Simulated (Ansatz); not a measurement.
# BGeH₃ (triplet): from Hartree-Fock to the top rungs at a displaced geometry (v1), cc-pVDZ

How much of the correlation energy of BGeH₃ (triplet) does each wave-function method recover here?

Program: Ansatz 0.2.0, Gaussian basis. Level of theory: cc-pVDZ, core rule «outside noble gas», up to 15 orbitals frozen. These are calculated values, not measurements.

Plan: UHF; CCSD(T) on ROHF; CCSD(T) on UHF; BCCD(T) on ROHF; CISD; CCSDT(Q) on ROHF; CCSDT(Q) on UHF.

23 further runs of the same task are left out: 1 for a mislabelled method, 2 for a known fault of the program, 8 that didn't finish, 12 set aside as unsound or not needed.

## 1. The geometry

The geometry is a PBE0/def2-TZVP stationary point (not a proven minimum) with its atoms shifted at random (size 0.040 Å). No spin-orbit coupling is included. The filled d shell of Ge may be among the frozen orbitals whatever the setting's name suggests; the logs give the count.

5 atoms, charge 0, spin multiplicity 3.

Atoms are counted from 1 here; the program's logs count them from 0.

Bond lengths: Ge1–B2 2.053 Å, Ge1–H3 1.576 Å, Ge1–H4 1.591 Å, Ge1–H5 1.475 Å. Angles: B2–Ge1–H3 111.0°, B2–Ge1–H4 101.4°, B2–Ge1–H5 110.8°, H3–Ge1–H4 112.3°, H3–Ge1–H5 113.7°, H4–Ge1–H5 106.9°.

Coordinates:

```
Ge   -0.00012    0.00178    0.24033
B     0.03006   -0.01436   -1.81222
H     0.69739    1.29719    0.80395
H    -1.56397   -0.01796    0.53152
H     0.55238   -1.25384    0.78226
```

## 2. UHF

Input file in.yaml:

```yaml
crystal:
  periodic: [false, false, false]
  atoms:
    - {symbol: Ge, position_ang: [-0.000115, 0.001784, 0.240328]}
    - {symbol: B, position_ang: [0.030064, -0.014356, -1.812222]}
    - {symbol: H, position_ang: [0.697387, 1.297185, 0.803946]}
    - {symbol: H, position_ang: [-1.563966, -0.017956, 0.531516]}
    - {symbol: H, position_ang: [0.552381, -1.253836, 0.782258]}
basis:
  gaussian: {orbitals: cc-pVDZ}
magnetization: {spin_polarized: true, initial_magnetization: 2}
hamiltonian: {xc: hf}
output: {orbitals: {seedname: orbitals}}
```

Run with:

```sh
> ansatz run in.yaml --threads 1 --pin off --events-out ev --progress --plain --max-ram 2393MiB
```

The runs that follow: CCSD(T) on ROHF; CCSD(T) on UHF; BCCD(T) on ROHF; CISD; CCSDT(Q) on ROHF; CCSDT(Q) on UHF.

**Question.** What will the summary of the whole plan be? Wanted: UCCSDT(Q) below the RHF energy; RMP2 from UCCSDT(Q); UMP2 from UCCSDT(Q); RCCSD from UCCSDT(Q); RCCSD(T) from UCCSDT(Q); UCCSD(T) from UCCSDT(Q); RCCSDT(Q) from UCCSDT(Q); T1 diagnostic.

As calculated:

| quantity | value |
| --- | --- |
| UCCSDT(Q) below the RHF energy | -4.9013 eV |
| RMP2 from UCCSDT(Q) | +1197.0 meV |
| UMP2 from UCCSDT(Q) | +1188.8 meV |
| RCCSD from UCCSDT(Q) | +155.2 meV |
| RCCSD(T) from UCCSDT(Q) | +36.7 meV |
| UCCSD(T) from UCCSDT(Q) | +35.9 meV |
| RCCSDT(Q) from UCCSDT(Q) | +0.8 meV |
| levels within 1 kcal/mol (43 meV) | RCCSD(T), UCCSD(T), BCCD(T), RCCSDT, UCCSDT, RCCSDT(Q) |
| T1 diagnostic | 0.024 |

RCCSD(T) lands +36.7 meV from the yardstick (0.7 % of the correlation energy). These misses are within one basis, not against nature; the frozen cores of restricted and unrestricted runs differ, which can shift their rows.
